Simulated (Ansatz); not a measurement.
# ClGeH7N2OSi: one species, many methods

The task here is to estimate one member of a computed series from the others.

The runs use Ansatz 0.2.0, Gaussian basis; functionals in def2-TZVPP, the program's frozen cores in correlated methods.

The runs, in order: PBE-D4, r2SCAN-D4, PBE0-D4, B3LYP-D4, ωB97X-V, ωB97M-V, B2PLYP; CCSD(T)/def2-TZVPP; MP2/def2-QZVPP; extrapolation to the limit.

### The relaxed structure

The geometry comes from an earlier relaxation with PBE0-D4 in a triple-zeta def2 set; it is a stationary point, not always the lowest conformer.

13 atoms, charge 0, spin multiplicity 1.

Atoms are counted from 1 here; the program's logs count them from 0.

Bond lengths: N1–Ge2 1.818 Å, N1–H7 1.011 Å, N1–H8 1.010 Å, Ge2–O3 1.799 Å, Ge2–H9 1.532 Å, Ge2–H10 1.530 Å, O3–Si4 1.613 Å, Si4–N5 1.701 Å, Si4–Cl6 2.071 Å, Si4–H11 1.477 Å, N5–H12 1.007 Å, N5–H13 1.006 Å. Angles: Ge2–N1–H7 114.4°, Ge2–N1–H8 115.0°, H7–N1–H8 109.0°, N1–Ge2–O3 112.1°, N1–Ge2–H9 108.8°, N1–Ge2–H10 109.1°, O3–Ge2–H9 107.6°, O3–Ge2–H10 103.9°, H9–Ge2–H10 115.3°, Ge2–O3–Si4 132.3°, O3–Si4–N5 111.4°, O3–Si4–Cl6 111.7°, O3–Si4–H11 106.8°, N5–Si4–Cl6 104.2°, N5–Si4–H11 116.5°, Cl6–Si4–H11 106.2°, Si4–N5–H12 121.2°, Si4–N5–H13 120.9° and more.

Coordinates:

```xyz
13

N    -1.7263    1.1941   -1.6112
Ge   -1.4957    0.7076    0.1252
O    -0.5466   -0.8125    0.2832
Si    1.0317   -1.1237    0.1689
N     1.8935   -0.4405    1.4667
Cl    1.8666   -0.2476   -1.5120
H    -0.8710    1.4234   -2.0985
H    -2.2577    0.5413   -2.1698
H    -0.7224    1.8143    0.8497
H    -2.8557    0.3559    0.7318
H     1.1670   -2.5827   -0.0166
H     1.6605   -0.6618    2.4208
H     2.8561   -0.1679    1.3617
```

The first run:

Input file in.yaml:

```yaml
crystal:
  periodic: [false, false, false]
  atoms:
    - {symbol: N, position_ang: [-1.726344, 1.194127, -1.611203]}
    - {symbol: Ge, position_ang: [-1.495660, 0.707628, 0.125164]}
    - {symbol: O, position_ang: [-0.546565, -0.812514, 0.283244]}
    - {symbol: Si, position_ang: [1.031735, -1.123720, 0.168945]}
    - {symbol: N, position_ang: [1.893460, -0.440530, 1.466660]}
    - {symbol: Cl, position_ang: [1.866556, -0.247634, -1.511983]}
    - {symbol: H, position_ang: [-0.870977, 1.423406, -2.098457]}
    - {symbol: H, position_ang: [-2.257727, 0.541309, -2.169763]}
    - {symbol: H, position_ang: [-0.722351, 1.814343, 0.849679]}
    - {symbol: H, position_ang: [-2.855664, 0.355940, 0.731764]}
    - {symbol: H, position_ang: [1.166986, -2.582702, -0.016592]}
    - {symbol: H, position_ang: [1.660462, -0.661780, 2.420803]}
    - {symbol: H, position_ang: [2.856087, -0.167863, 1.361740]}
basis:
  gaussian: {orbitals: def2-TZVPP}
hamiltonian: {xc: pbe, dispersion: d4}
output: {forces: true, orbitals: {seedname: orbitals}}
```

The run is started by

```
> ansatz run in.yaml --threads 2 --pin off --events-out ev --progress --plain --max-ram 32768MiB --backend cuda --devices 0, --max-vram 18GiB
```

Steps of the session up to this table: PBE-D4 (GGA); r2SCAN-D4 (meta-GGA); PBE0-D4 (hybrid); B3LYP-D4 (hybrid); ωB97X-V (range-separated); ωB97M-V (range-separated); B2PLYP (double hybrid); CCSD(T) in def2-TZVPP; MP2 in def2-QZVPP.

One table of the session follows, with a row left open; its other results are not shown here.

It belongs to the step «Atomisation energies». 

```
            method  atomisation energy (kJ/mol)
            PBE-D4                       4483.5
         r2SCAN-D4                       4434.4
           PBE0-D4                       4402.4
          B3LYP-D4                       4434.1
           ωB97X-V                       4481.5
           ωB97M-V                       4461.2
            B2PLYP                       4387.4
     HF/def2-TZVPP                       3081.7
    MP2/def2-TZVPP                       4397.7
   CCSD/def2-TZVPP                            ?
CCSD(T)/def2-TZVPP                       4326.3
           MP2/CBS                       4540.5
       CCSD(T)/CBS                       4469.0
```

Q: Estimate the row for CCSD/def2-TZVPP from the others.

The run gave: atomisation energy (kJ/mol): 4255.3. In the column «atomisation energy (kJ/mol)» it lies between HF/def2-TZVPP (3081.7) and CCSD(T)/def2-TZVPP (4326.3).

Limits of these values: Free atoms (2 N, 1 Ge, 1 O, 1 Si, 1 Cl, 7 H) were run apart at each level; the atomisation energy is their sum less the molecule, without zero-point or spin-orbit terms.
